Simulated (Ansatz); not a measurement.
# Ti7C8N7: the cost of one run

All numbers below are computed with Ansatz 0.2.0 (DFT PBE, scalar-relativistic, plane waves, PAW).

## (1) Starting point

The cell holds 22 atoms (C8N7Ti7): a = 6.077 Å, b = 5.784 Å, c = 6.006 Å, α = 91.08°, β = 90.95°, γ = 89.51°.

It is the last frame of an earlier stage of the same melt, run at 4000 K.

Its coordinates follow in the input file.

## (2) The last frame at 4000 K on a finer mesh

The electrons keep the Fermi-Dirac width of that temperature.

Contents of input.yaml:

```yaml
crystal:
  lattice:
    - [6.076351, 0.025247, -0.049807]
    - [0.025247, 5.783208, -0.055363]
    - [-0.049807, -0.055363, 6.005517]
  atoms:
    - { symbol: C, position: [0.6758073219, 0.4083920263, 0.6468313184] }
    - { symbol: C, position: [0.9511493963, 0.1478406909, 0.4990015042] }
    - { symbol: C, position: [0.6767079976, 0.5891673347, 0.2490917894] }
    - { symbol: C, position: [0.8497552568, 0.0708737756, 0.8184437291] }
    - { symbol: C, position: [0.2118636236, 0.0513528061, 0.1553821056] }
    - { symbol: C, position: [0.1181717051, 0.3515471526, 0.5923934834] }
    - { symbol: C, position: [0.3363456605, 0.3970072901, 0.5593130645] }
    - { symbol: C, position: [0.0488700411, 0.9987491956, 0.3323541089] }
    - { symbol: Ti, position: [0.9694263135, 0.3491018647, 0.2284242013] }
    - { symbol: Ti, position: [0.1874898524, 0.6484758951, 0.78929224] }
    - { symbol: Ti, position: [0.5960042535, 0.8250199656, 0.8962949976] }
    - { symbol: Ti, position: [0.7225472121, 0.8367617361, 0.4471360546] }
    - { symbol: Ti, position: [0.2195960555, 0.1241859915, 0.8184353888] }
    - { symbol: Ti, position: [0.5083345438, 0.3269641635, 0.1392188745] }
    - { symbol: Ti, position: [0.3294238534, 0.7354242856, 0.3384936993] }
    - { symbol: "N", position: [0.7587157218, 0.251675503, 0.4588190881] }
    - { symbol: "N", position: [0.3655785549, 0.9381264799, 0.6529546025] }
    - { symbol: "N", position: [0.1792446495, 0.5805679996, 0.1391739542] }
    - { symbol: "N", position: [0.842609187, 0.2256066909, 0.9664814329] }
    - { symbol: "N", position: [0.4911036314, 0.360091931, 0.7410895861] }
    - { symbol: "N", position: [0.7754587139, 0.6163088135, 0.705780923] }
    - { symbol: "N", position: [0.4645954748, 0.9950525295, 0.2018654434] }
basis:
  ecutwfc: 420
kpoints:
  mp_grid: { grid: [4, 4, 4] }
hamiltonian:
  xc: pbe
scf:
  occupations: { method: fermi_dirac, width: 0.3447 }
output:
  forces: true
  stress: true
  eigenvalues: true
  populations: true
  write_density: true
  write_potential: true
  elf: true
  volumetric_format: npy
```

The run is started by

```sh
ansatz run input.yaml --threads 2 --pin off --max-ram 5120MiB --backend cpu --events-out ev --progress --plain --runs-dir out
```

**Question.** How long does this run take on 2 threads of Arm Neoverse V1, shared host, and how much memory does it need?

About 74 s, with a peak of 0.89 GiB.
